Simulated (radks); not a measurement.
# Zr⁴⁺ in [Kr]: an all-electron calculation

The task here is to estimate one member of a computed series from the others.

Program: radks (a radial shooting solver on a logarithmic mesh, Libxc functionals) version 1. Level of theory: scalar-relativistic Kohn-Sham, PBE, spin-polarised, spherical densities, finite nucleus. These are calculated values, not measurements, unless marked.

## The system

```
element            : zirconium (Z = 40)
charge             : +4
electrons          : 36
configuration      : [Kr]
nuclear rms radius : 4.2694 fm
```

The outer shells:

Zr⁴⁺
```
[Ar] core
3d [↑↓][↑↓][↑↓][↑↓][↑↓]
4s [↑↓]
4p [↑↓][↑↓][↑↓]
```

Set-up of the first run:

The run's settings:

```text
Z 40
configuration [Kr] 5s0 4d0
relativity scalar-relativistic
functional pbe,pbe
spin polarised
nucleus finite rms 4.2694 fm
c 137.035999084
```

One table of the session follows, with a row left open; its other results are not shown here.

It belongs to the step «Radial structure». Radial moments (bohr):

| level | <r> | outermost maximum (interpolated) | 90 % within | nodes |
| --- | --- | --- | --- | --- |
| 1s | 0.03707 | 0.0241 | 0.0664 | 0 |
| 2s | 0.1626 | 0.137 | 0.251 | 1 |
| 2p | 0.1417 | 0.109 | 0.231 | 0 |
| 3s | 0.4583 | 0.408 | 0.678 | 2 |
| 3p | 0.4619 | 0.402 | 0.699 | 1 |
| 3d | 0.4520 | 0.347 | 0.727 | 0 |
| 4s | ? | ? | ? | ? |
| 4p | 1.315 | 1.16 | 1.93 | 2 |
| 4d | 1.708 | 1.44 | 2.59 | 1 |
| 5s | 2.696 | 2.54 | 3.81 | 4 |

Q: Estimate the row for 4s from the others.

**Answer.** <r>: 1.189; outermost maximum (interpolated): 1.07; 90 % within: 1.72; nodes: 3. In the column «<r>» it lies between 3p (0.4619) and 4p (1.315).
